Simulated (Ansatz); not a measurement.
# Pt, space group P6_3/mmc: an equation of state with a fit

Program: the Python package of Ansatz (0.2.0).

Notebook, run cell by cell (the value of a cell's last expression is shown):

**Cell 1**
```python
import ansatz as az
import numpy as np
from pymatgen.analysis.eos import EOS
```

**Cell 2**
```python
VECTORS = np.array([
    [2.760666, 0.0, 0.0],
    [-1.380333, 2.390807, 0.0],
    [0.0, 0.0, 4.792134],
])
SITES = [
    ("Pt", (2 / 3, 1 / 3, 0.75)),
    ("Pt", (1 / 3, 2 / 3, 0.25)),
]
```

**Cell 3**
```python
def make_crystal(cell):
    crystal = az.Crystal(lattice=az.Lattice.of(cell))
    for symbol, position in SITES:
        crystal = crystal.atom(symbol, position)
    return crystal
```

**Cell 4**
```python
# uniform scaling of the cell
volumes, energies, pressures = [], [], []
for scale in np.linspace(0.95, 1.07, 5):
    cell = VECTORS * scale ** (1 / 3)
    base = make_crystal(cell).calculation()
    base = base.functional("r2SCAN")
    base = base.occupations("fermi_dirac", width=0.1)
    base = base.basis(600)
    base = base.kpoints(12, 12, 6)
    base = base.stress()
    report = base.run(threads=1).report
    volumes.append(abs(np.linalg.det(cell)) / len(SITES))
    energies.append(report["free_energy_ev"] / len(SITES))
    pressures.append(np.trace(report["stress_gpa"]) / 3)
    print(f"V = {volumes[-1]:8.4f} A^3/atom  F = {energies[-1]:.5f} eV/atom  P = {pressures[-1]:8.3f} GPa")
```
Output:
```text
V =  15.0238 A^3/atom  F = -12536.74384 eV/atom  P =    7.576 GPa
V =  15.4983 A^3/atom  F = -12536.75289 eV/atom  P =   -1.177 GPa
V =  15.9727 A^3/atom  F = -12536.73843 eV/atom  P =   -8.351 GPa
V =  16.4472 A^3/atom  F = -12536.70473 eV/atom  P =  -14.207 GPa
V =  16.9216 A^3/atom  F = -12536.65537 eV/atom  P =  -18.961 GPa
```

**Cell 5**
```python
for form in ["vinet", "birch_murnaghan", "murnaghan"]:
    fit = EOS(eos_name=form).fit(volumes, energies)
    print(f"{form:18s} V0 {fit.v0:8.4f} A^3/atom  B0 {fit.b0_GPa:7.1f} GPa  B1 {fit.b1:5.2f}")
```
Output:
```text
vinet              V0  15.4288 A^3/atom  B0   265.0 GPa  B1  5.46
birch_murnaghan    V0  15.4286 A^3/atom  B0   265.1 GPa  B1  5.53
murnaghan          V0  15.4280 A^3/atom  B0   265.6 GPa  B1  5.80
```

A third-order Birch-Murnaghan fit through the 5 points has its minimum at 15.43 Å³ an atom, 2.4 % below the typed cell, with a bulk modulus of 265 GPa and dB/dP = 5.5. From that minimum the energy rises by 9.3 meV an atom on the compressed side and 97.8 meV on the expanded side. The window is off centre, so dB/dP is rough.

What to keep in mind:
- Absolute energies stand on the zero of these potentials, so only differences at equal settings mean something.
- Shape and fractional positions are held along the curve, so the bulk modulus is an upper value where they are free to relax, by a factor of two or more in layered or hydrogen-bonded cells.
- The mesh is modest for a metal, so energies can be off by several to tens of meV an atom and pressures by half a GPa or more; differences at equal mesh fare better.
- Pressure is positive in compression.
- Spin-orbit coupling, which matters for elements this heavy, is left out.
- This isn't the structure that Pt takes at ambient conditions.
- Finished in 58 s on 1 thread of Arm Neoverse N1, with other jobs on the host, peak memory 0.6 GiB.
